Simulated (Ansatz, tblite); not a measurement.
# The cluster In3P3+: rung by rung

Aim: run the doublet of the cluster In3P3+ at one geometry on many levels, and compare frontier levels, spin and run time.

Computed with Ansatz 0.2.0, Gaussian basis. Level: as each input shows.

The runs, in order: GFN1-xTB, GFN2-xTB, PBE-D4/def2-TZVP, r2SCAN-D4/def2-TZVP, LC-ωPBE/def2-TZVP, PBE-QIDH/def2-TZVP, PBE-D4/def2-SVP, PBE0-D4/def2-SVP, CCSD(T)/def2-SVP, MP2/def2-TZVP.

11 further runs of the same task are left out: 4 that didn't finish, 7 set aside as unsound or not needed. Runs told in other sessions of the task aren't counted.

**1. The geometry**

The geometry is that of the doublet, from an earlier relaxation (PBE-D4/def2-SVP). At that level it is the lowest of the isomers that a small search found.

6 atoms, charge 1, spin multiplicity 2.

Bond lengths: In1–P6 2.969 Å, In2–P4 2.933 Å, In2–P5 2.845 Å, In3–P4 2.740 Å, In3–P5 2.930 Å, P4–P5 2.345 Å, P4–P6 2.164 Å, P5–P6 2.219 Å. Angles: P4–In2–P5 47.9°, P4–In3–P5 48.7°, In2–P4–In3 130.3°, In2–P4–P5 64.1°, In2–P4–P6 84.0°, In3–P4–P5 69.9°, In3–P4–P6 88.0°, P5–P4–P6 58.8°, In2–P5–In3 126.1°, In2–P5–P4 68.0°, In2–P5–P6 85.2°, In3–P5–P4 61.4°, In3–P5–P6 82.4°, P4–P5–P6 56.5°, In1–P6–P4 120.8°, In1–P6–P5 75.0°, P4–P6–P5 64.7°.

Coordinates:

```xyz
6

In   -1.0327   -2.1430   -1.8668
In    2.6019    0.7235    1.5050
In   -2.4249    0.3068    0.4770
P     0.0088    1.5651    0.4234
P     0.3005   -0.7452    0.7038
P     0.5465    0.2928   -1.2425
```

In takes a core potential in the def2 sets. No spin-orbit coupling is included. The ion is computed in the gas phase, without counter-ions or solvent.

PBE0-D4/def2-TZVP was run before; its log isn't repeated, and its numbers join the tables.

**2. GFN1-xTB**

Tight binding, by tblite at 300 K electronic temperature and without a spin-polarisation term:

```python
tblite.interface.Calculator('GFN1-xTB', numbers, positions, charge=1, uhf=1).singlepoint()
```

Energy -332.4657 eV; 0.01 s.

**3. GFN2-xTB**

Tight binding, by tblite at 300 K electronic temperature and without a spin-polarisation term:

```python
tblite.interface.Calculator('GFN2-xTB', numbers, positions, charge=1, uhf=1).singlepoint()
```

Energy -298.9481 eV; 0.01 s.

**4. PBE-D4/def2-TZVP**

start.molden holds the orbitals of an earlier run on this state, given as this run's starting guess.

in.yaml

```yaml
crystal:
  periodic: [false, false, false]
  atoms:
    - {symbol: In, position_ang: [-1.032747, -2.142998, -1.866822]}
    - {symbol: In, position_ang: [2.601877, 0.723509, 1.505048]}
    - {symbol: In, position_ang: [-2.424894, 0.306810, 0.477043]}
    - {symbol: P, position_ang: [0.008770, 1.565064, 0.423383]}
    - {symbol: P, position_ang: [0.300457, -0.745223, 0.703811]}
    - {symbol: P, position_ang: [0.546527, 0.292827, -1.242463]}
basis:
  gaussian: {orbitals: def2-TZVP, initial_orbitals: start.molden}
total_charge: 1
magnetization: {spin_polarized: true, initial_magnetization: 1}
hamiltonian: {xc: pbe, dispersion: d4}
scf: {omitted_lower_state_checks: [starts]}
output: {forces: true, orbitals: {seedname: orbitals}}
```

Launch:

```sh
> ansatz run in.yaml --threads 4 --pin off --events-out ev --progress --plain --max-ram 4787MiB
```

After this run come: r2SCAN-D4/def2-TZVP; LC-ωPBE/def2-TZVP; PBE-QIDH/def2-TZVP; PBE-D4/def2-SVP; PBE0-D4/def2-SVP; CCSD(T)/def2-SVP; MP2/def2-TZVP.

Before running them: what should the planned runs give, taken together? Wanted: gap in def2-TZVP, named functionals, smallest and largest; correlation energy, CCSD(T)/def2-SVP; correlation energy, MP2/def2-TZVP; ⟨S²⟩ in def2-TZVP, named functionals, smallest and largest; PBE0 total energy, smallest basis above largest.

The runs gave:

```
                                                  quantity                                value
 gap in def2-TZVP, named functionals, smallest and largest  0.46 eV (PBE-D4), 5.83 eV (LC-ωPBE)
                      correlation energy, CCSD(T)/def2-SVP                            -16.93 eV
                         correlation energy, MP2/def2-TZVP                            -34.03 eV
⟨S²⟩ in def2-TZVP, named functionals, smallest and largest                         0.755, 0.785
           PBE0 total energy, smallest basis above largest       10.01 eV (def2-SVP, def2-TZVP)
```

What this shows: Over the named functionals in def2-TZVP the gap runs from 0.46 eV (PBE-D4) to 5.83 eV (LC-ωPBE); exact exchange widens it. Over the named functionals in def2-TZVP spin contamination reaches 0.03 (LC-ωPBE), which is small.
